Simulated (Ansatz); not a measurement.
## H₅SbSi, SMILES [SiH3][SbH2]: harmonic frequencies at the relaxed geometry, step by step

With Ansatz 0.2.0 through its Python package.

Run as a notebook:

```python
import itertools

import ansatz as az
from ase import Atoms
from ase.data import atomic_numbers, covalent_radii
from ase.thermochemistry import IdealGasThermo
import numpy as np

GEOMETRY = """
Si   -0.61540   -0.59470   -0.40990
Sb    1.13850    0.10620    1.20580
H    -1.92770   -0.86910    0.30170
H    -0.15370   -1.71650   -1.19060
H    -0.91850    0.55990   -1.36080
H     0.37460    1.68250    1.49530
H     2.16350    0.76370   -0.08730
"""

h5sbsi = az.Crystal.molecule()
for line in GEOMETRY.strip().splitlines():
    symbol, *xyz = line.split()
    h5sbsi = h5sbsi.atom(symbol, [float(v) for v in xyz])
```

```python
calculation = (
    h5sbsi.calculation()
    .basis(gaussian="def2-SVP")
    .functional("PBE0")
)
symbols = [site.symbol for site in h5sbsi.cartesian_sites]
start = np.array([site.position_ang for site in h5sbsi.cartesian_sites], dtype=float)
r = calculation.relax(force_tolerance=0.003).run().report
end = np.array(r["positions_ang"])
```

```python
# pairs closer than 1.2 times the sum of covalent radii, before or after
radius = [covalent_radii[atomic_numbers[s]] for s in symbols]
span = lambda where, i, j: np.linalg.norm(where[i] - where[j])
bonded = [(i, j) for i, j in itertools.combinations(range(len(symbols)), 2) if min(span(start, i, j), span(end, i, j)) < 1.2 * (radius[i] + radius[j])]
print("pair        before    after (A)")
for i, j in bonded:
    print(f"{symbols[i]}{i}-{symbols[j]}{j}".ljust(10), f"{span(start, i, j):8.4f} {span(end, i, j):8.4f}")
```

    pair        before    after (A)
    Si0-Sb1      2.4855   2.5853
    Si0-H2       1.5178   1.4951
    Si0-H3       1.4426   1.4951
    Si0-H4       1.5262   1.4939
    Sb1-H5       1.7754   1.7164
    Sb1-H6       1.7762   1.7165

```python
# same settings at the minimum
minimum = az.Crystal.molecule()
for symbol, place in zip(symbols, end):
    minimum = minimum.atom(symbol, place.tolist())
vibrating = minimum.calculation()
vibrating = vibrating.basis(gaussian="def2-SVP")
vibrating = vibrating.functional("PBE0")
vibrating = vibrating.phonons(temperatures=(298.15, 498.15, 100))
vib = vibrating.run().report["vibrations"]
sums = vib["harmonic_sums"]
modes = [m["omega_inv_cm"] for m in sums["modes_at_gamma"] if m["rigid_motion"] == "no"]
for number, w in enumerate(modes, start=1):
    print(f"mode {number:2d} {w:9.1f} 1/cm {w / 8065.544 * 1000:8.2f} meV")
print("imaginary modes:", sum(w < 0 for w in modes), " zero-point energy:", round(sums["zero_point_energy_ev"], 4), "eV")
# rigid rotor and ideal gas, symmetry number taken as one
gas = IdealGasThermo(vib_energies=[w / 8065.544 for w in modes if w > 0], geometry="linear" if len(modes) == 3 * len(symbols) - 5 else "nonlinear",
                     atoms=Atoms(symbols, positions=end), symmetrynumber=1, spin=0.0)
print(f"H(298 K) - E = {gas.get_enthalpy(298.15, verbose=False):.4f} eV")
print(f"S(298 K, 1 bar) = {96485.33 * gas.get_entropy(298.15, 1e5, verbose=False):.1f} J/(mol K) with symmetry number 1")
```

    mode  1     127.1 1/cm    15.75 meV
    mode  2     308.7 1/cm    38.27 meV
    mode  3     397.2 1/cm    49.24 meV
    mode  4     412.8 1/cm    51.18 meV
    mode  5     608.3 1/cm    75.42 meV
    mode  6     636.9 1/cm    78.97 meV
    mode  7     835.3 1/cm   103.57 meV
    mode  8     864.3 1/cm   107.17 meV
    mode  9     936.0 1/cm   116.06 meV
    mode 10     938.5 1/cm   116.35 meV
    mode 11    1956.1 1/cm   242.52 meV
    mode 12    1963.7 1/cm   243.47 meV
    mode 13    2221.4 1/cm   275.42 meV
    mode 14    2235.1 1/cm   277.11 meV
    mode 15    2238.7 1/cm   277.56 meV
    imaginary modes: 0  zero-point energy: 1.034 eV
    H(298 K) - E = 1.1974 eV
    S(298 K, 1 bar) = 305.7 J/(mol K) with symmetry number 1

```python
# all hydrogen replaced by deuterium
heavier = vibrating.phonons(masses={"H": 2.014102}).run().report["vibrations"]["harmonic_sums"]
print("deuterated (1/cm):", " ".join(f"{m['omega_inv_cm']:.0f}" for m in heavier["modes_at_gamma"] if m["rigid_motion"] == "no"))
print("zero-point energy falls by", round(sums["zero_point_energy_ev"] - heavier["zero_point_energy_ev"], 4), "eV")
```

    deuterated (1/cm): 90 283 289 302 448 467 593 639 671 672 1389 1395 1580 1615 1618
    zero-point energy falls by 0.2869 eV

The frequencies are harmonic and unscaled, in a modest basis. def2 sets replace the cores of elements past krypton by effective core potentials. The entropy takes a symmetry number of 1; a symmetric molecule's is lower by R ln(sigma). Run time: 2.6 min on 1 thread of Arm Neoverse V2 (shared host), peak memory 0.26 GiB.
